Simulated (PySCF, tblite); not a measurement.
# C₄H₃BF₂NO radical: geometry, infrared bands and EPR parameters

Aim: predict the infrared bands and EPR parameters of C₄H₃BF₂NO radical (`[CH2]NC(=O)C#CB(F)F`).

The runs use tblite 0.8.0 and PySCF 2.14.0, with density-fitted response routines of our own; the level of theory stands in each step. All values are computed, except where a source is named. Atoms are numbered from 0 throughout.

## Step 1: The molecule as given

12 atoms, charge 0, multiplicity 2; geometry from: force field or distance geometry start.

Bonds of the start (Å): C0–N1 1.45, N1–C2 1.43, C2–O3 1.28, C2–C4 1.42, C4–C5 1.21, C5–B6 1.55, B6–F7 1.44, B6–F8 1.46, C0–H9 1.12, C0–H10 1.12, N1–H11 1.06.

## Step 2: Optimising the geometry with GFN2-xTB

What the job is given:

```
{"job": {"kind": "relax", "xc": "GFN2-xTB", "basis": "xTB"}, "charge": 0, "multiplicity": 2}
C     -3.015400     0.136600    -0.087000
N     -1.630700    -0.065600     0.302900
C     -0.587400     0.183000    -0.640700
O     -0.833200     0.592100    -1.823200
C      0.765600    -0.012300    -0.269700
C      1.926200    -0.193700     0.018400
B      3.405200    -0.427700     0.419900
F      4.251200     0.723900     0.605300
F      3.932500    -1.777300     0.233600
H     -3.174600     1.189900    -0.427400
H     -3.663800     0.053600     0.827700
H     -1.374400    -0.403100     1.273900
```

Launch:

```bash
$ OMP_NUM_THREADS=1 python probes_run.py task.json out
```

This one command runs all jobs of the session in turn.

**Question.** This job is followed by: GFN2-xTB harmonic vibrations, gas phase; UKS B3LYP, pcH-1 on B C F H N O, non-relativistic, mean-field spin-orbit, GIAO. What will the session give for the following? strongest single infrared mode (GFN2-xTB); zero-point energy (GFN2-xTB); g(iso) (B3LYP); ⟨S²⟩; largest a(iso) (averaged by class); potential on the surface of density 0.002 e/bohr³, 1st and 99th percentile.

The runs gave:

```
                                                                  quantity                  value
                                 strongest single infrared mode (GFN2-xTB)  1301 cm⁻¹, 855 km/mol
                                              zero-point energy (GFN2-xTB)          42.4 kcal/mol
                                                            g(iso) (B3LYP)                2.00318
                                                                      ⟨S²⟩     0.762 (exact 0.75)
                                        largest a(iso) (averaged by class)    13C on C0, 59.7 MHz
potential on the surface of density 0.002 e/bohr³, 1st and 99th percentile     -1.67 V and 2.64 V
```

What this shows: The optimisation took 100 steps and gained 1.928 eV; among the close pairs (by a distance rule), B6–F8 changed most, from 1.461 to 1.323 Å. All 30 modes are real, so the xTB geometry is a minimum. The strongest single mode, at 1301 cm⁻¹, moves mainly B6. GFN2-xTB is a fitted tight-binding method: band positions and strengths are rough. Its intensities can rank the bands wrongly. C0 carries the largest spin population, 0.74 e. The isotropic g lies 0.9 ppt above the free-electron value. The conformer search found further structures of the same energy, which may be mirror or relabelled copies of this one.
